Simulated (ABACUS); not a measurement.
Crystal: Hf2Pd2Se2Br2O3.

```
Hf Pd Se Br O
1.0
     7.58666   -1.70971   -1.17576
     7.58666    1.70971   -1.17576
    -2.02446    0.00000   13.05155
Hf Pd Se Br O
2 2 2 2 3
Direct
  0.94514 0.94514 0.06144
  0.60628 0.60628 0.28309
  0.17920 0.17920 0.50964
  0.32286 0.32286 0.74307
  0.92232 0.92232 0.84566
  0.78991 0.78991 0.58800
  0.58645 0.58645 0.04520
  0.24604 0.24604 0.28651
  0.59701 0.59701 0.42127
  0.38554 0.38554 0.07302
  0.03094 0.03094 0.22169
```

The cell was built by a generator and needn't be a form met in nature.

Base run:

| Property | Result |
| --- | --- |
| Program | ABACUS 3.10.1 |
| Functional | PBE |
| Potentials or basis | PseudoDojo NC SR 0.4.1 PBE standard |
| Cutoff | 1184 eV |
| Density cutoff | 4735 eV |
| Basis | plane waves |
| k mesh | 8 × 8 × 2 |
| Occupations | fermi-dirac, width 0.05 eV |
| Spin | no spin polarisation |

Its results: band gap on the k mesh 0.83 eV, indirect (least direct gap 0.87 eV); pressure -0.3 GPa; largest force 0.281 eV/Å.

Q: The run is repeated on the same cell with these changes: cutoff from 1184 eV to 1361 eV; density cutoff from 4735 eV to 5442 eV; basis from plane waves to DZP LCAO (the cutoffs set its grid). What comes out?

A: Band gap on the k mesh 0.83 eV, indirect (least direct gap 0.86 eV); pressure 0.6 GPa; largest force 0.464 eV/Å.

Caveats: this set's palladium file may shift the pressure by some GPa; spin-orbit coupling is left out, which moves the levels of the heavy elements; the atomic orbitals were generated for these runs and aren't a published set (some runs); the basis of atomic orbitals isn't converged, which shifts pressures, moduli and gaps (some runs).

A k mesh can miss the band edges.

Not every run made on this cell is shown here.
